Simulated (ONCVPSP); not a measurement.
# An ONCV potential for Mo, from input to tests

Aim: build the potential from the settings below, then test how well it stands in for the atom: other configurations, scattering, ghost states and the plane-wave cutoff that it needs.

The numbers are computed with ONCVPSP 4.0.1.1 (patched build) (PBE, scalar-relativistic, spin-unpolarised reference atom).

**1. Starting point**

The settings as typed:

- element: molybdenum (Mo, Z = 42)
- type: optimised norm-conserving Vanderbilt (ONCV)
- frozen core: [Ar] 3d10
- valence charge: 14
- reference configuration: 4s2 4p6 4d3 (charge +3)
- partial waves: 4s: rc 1.70 bohr, ncon 5, nbas 9, qcut 5.3 1/bohr, 2 projectors, debl 3.9 Ha; 4p: rc 1.30 bohr, ncon 4, nbas 8, qcut 7.2 1/bohr, 3 projectors, debl 2.6 Ha; 4d: rc 1.60 bohr, ncon 5, nbas 10, qcut 5.7 1/bohr, 1 projector
- local potential: polynomial inside 1.00 bohr (lpopt 4, dvloc0 3 Ha)
- core correction: Teter function, fcfact 5, rcfact 1.25

**2. Generating the potential**

The input, Mo.dat:

```
# ATOM AND REFERENCE CONFIGURATION
# atsym  z   nc   nv     iexc    psfile
  Mo 42.00    6    3        4      upf
#
#   n    l    f
    1    0    2.00
    2    0    2.00
    2    1    6.00
    3    0    2.00
    3    1    6.00
    3    2   10.00
    4    0    2.00
    4    1    6.00
    4    2    3.00
#
# PSEUDOPOTENTIAL AND OPTIMIZATION
# lmax
    2
#
#   l,   rc,      ep,       ncon, nbas, qcut
    0    1.70    0.00    5    9    5.30
    1    1.30    0.00    4    8    7.20
    2    1.60    0.00    5   10    5.70
#
# LOCAL POTENTIAL
# lloc, lpopt,  rc(5),   dvloc0
    4    4    1.00    3.00
#
# VANDERBILT-KLEINMAN-BYLANDER PROJECTORs
# l, nproj, debl
    0    2    3.90
    1    3    2.60
    2    1    3.30
#
# MODEL CORE CHARGE
# icmod, fcfact, rcfact
    3    5.00    1.25
#
# LOG DERIVATIVE ANALYSIS
# epsh1, epsh2, depsh
   -5.00    5.00    0.04
#
# OUTPUT GRID
# rlmax, drl
    6.00    0.01
#
# TEST CONFIGURATIONS
# ncnf
    4
# nvcnf
#   n    l    f
    4
    4    0    2.00
    4    1    6.00
    4    2    5.00
    5    0    1.00
#
    3
    4    0    2.00
    4    1    6.00
    4    2    5.00
#
    3
    4    0    2.00
    4    1    6.00
    4    2    4.00
#
    4
    4    0    2.00
    4    1    6.00
    4    2    4.00
    5    0    1.00
#
```

Run with:

```sh
oncvpsp.x < Mo.dat > Mo.out
```

Before running it: what results should come out? Wanted: cutoffs for 1 and 0.1 mHa per electron, occupied waves; bound ghosts; GHOST(+) flags; largest test error; largest phase difference near zero energy, channels read; rms error of d²Exc/dn², without and with the model core; projector energies reset by the program.

**Answer**, as computed:

| quantity | value |
| --- | --- |
| cutoffs for 1 and 0.1 mHa per electron, occupied waves | 36 Ha and 129 Ha |
| bound ghosts | none found |
| GHOST(+) flags | s at 189 eV |
| largest test error (AE − PS) | +8.8 meV, for 4s2 4p6 4d5 5s1 |
| largest phase difference near zero energy, channels read | 0.001 rad |
| rms error of d²Exc/dn², without and with the model core | 3.62 and 1.42 mHa |
| projector energies reset by the program | s: -3.539, 0.050 Ha |

What this shows: By total energies transferability is good: the largest error is 8.8 meV on 49.1 eV, for 4s2 4p6 4d5 5s1. By its cutoff, 36 Ha for the looser tolerance, it is hard. The tighter tolerance needs 129 Ha, and converged work needs a cutoff nearer that. At the looser tolerance the 4s wave is the slowest; 4d needs 30 Ha. The program's ghost test flags no bound state. Near zero energy the phases of the channels with partial waves agree within 0.001 rad. The program also flags highly localised states, GHOST(+) (s).
